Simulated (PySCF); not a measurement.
# CH9BN2Si: the cost of one run

Computed with PySCF 2.14.0, with density-fitted response routines of our own, on a single molecule in the gas phase. Atoms are numbered from 0 throughout.

**1. Starting geometry**

14 atoms, charge 0, multiplicity 1; geometry from: PBE0-D3(BJ)/def2-SVP.

Bonds of the start (Å): B0–N1 1.40, N1–Si2 1.76, Si2–C3 1.87, Si2–N4 1.73, B0–H5 1.21, B0–H6 1.21, N1–H7 1.02, Si2–H8 1.49, C3–H9 1.10, C3–H10 1.10, C3–H11 1.10, N4–H12 1.01, N4–H13 1.01.

**2. Nuclear shieldings: HF/pcSseg-1**

The job: settings as JSON, then the geometry in Å.

```
{"job": {"kind": "nmr", "xc": "HF", "basis": "pcSseg-1", "pop": false}, "charge": 0, "multiplicity": 1}
B      1.806231    -1.596734    -0.544266
N      0.651865    -0.835027    -0.756942
Si     0.022610     0.481999     0.232955
C     -1.532123    -0.004511     1.150700
N     -0.410233     1.755990    -0.855100
H      2.514726    -1.348452     0.406639
H      2.087463    -2.492665    -1.310954
H      0.089526    -1.066834    -1.572623
H      1.117902     0.779933     1.205400
H     -2.328680    -0.298452     0.449571
H     -1.908590     0.827662     1.767107
H     -1.331112    -0.853665     1.821546
H     -1.102387     2.438860    -0.568426
H      0.302454     2.191647    -1.430554
```

Level: GIAO HF/pcSseg-1 NMR shielding, non-relativistic, gas phase.

Run with:

```console
$ OMP_NUM_THREADS=1 python probes_run.py task.json out
```

This one command runs all jobs of the session in turn.

**Question.** How long does this first job take on 1 thread of Arm Neoverse V2, shared host, and how much memory does it need?

About 4.4 s, with a peak of 0.72 GiB.
